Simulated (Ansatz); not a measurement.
This script makes vertical spin-state energies of C₂H₆GeO₂, SMILES CC(=O)[O][GeH3] with Ansatz 0.2.0, Python API.

The script, `run_spin.py`:
```python
import ansatz

geometry = (
    ansatz.Crystal.molecule()
    .atom('C', (-0.0748, -1.6884, 1.2775))
    .atom('C', (-0.3356, -0.616, 0.2076))
    .atom('O', (-1.3749, -0.6846, -0.5564))
    .atom('O', (0.644, 0.4567, 0.0897))
    .atom('Ge', (0.3814, 1.7487, -1.1685))
    .atom('H', (-0.4269, -2.6273, 0.8878))
    .atom('H', (0.9749, -1.6774, 1.5582))
    .atom('H', (-0.6937, -1.3698, 2.1506))
    .atom('H', (-0.9687, 2.4987, -0.8903))
    .atom('H', (1.5436, 2.7735, -0.9887))
    .atom('H', (0.3959, 1.1289, -2.547))
)

job = geometry.calculation()
job = job.basis(gaussian='6-31G*')
job = job.functional('r2scan')
job = job.scf(lower_state_search='standard')
found = {}
for unpaired in [0, 2]:
    data = job.spin('collinear', total=unpaired).run().report
    s = unpaired / 2
    found[unpaired] = data['free_energy_ev']
    print(f'2S+1 = {unpaired + 1}: E = {found[unpaired]:.5f} eV, <S^2> = {abs(data["mean_field"]["state"]["spin_squared"]):.3f} (pure state {s * (s + 1):.2f})')
lowest = min(found, key=found.get)
for unpaired, e in found.items():
    print(f'multiplicity {unpaired + 1}: {23.060548 * (e - found[lowest]):.1f} kcal/mol above the lowest')
```

Which spin state is lowest at this geometry, and how far above lie the others?

In order: multiplicity 1 (+0.00 eV) and multiplicity 3 (+4.33 eV), all at the one geometry.

What the script printed:

Running `python run_spin.py` prints:
```text
2S+1 = 1: E = -62772.75727 eV, <S^2> = 0.000 (pure state 0.00)
2S+1 = 3: E = -62768.42828 eV, <S^2> = 2.009 (pure state 2.00)
multiplicity 1: 0.0 kcal/mol above the lowest
multiplicity 3: 99.8 kcal/mol above the lowest
```

Notes:
- The settings weren't tested for convergence.
- The geometry is a force-field or estimated start, not a minimum of this method, and the basis set is short of its limit. All parts are taken at fixed geometry, without zero-point energy.
- Wall time of the script: 40 s on 1 thread of Arm Neoverse V1, with other jobs on the host, peak memory 0.3 GiB.

(Lines on the test bed's own set-up are left out of the output.)
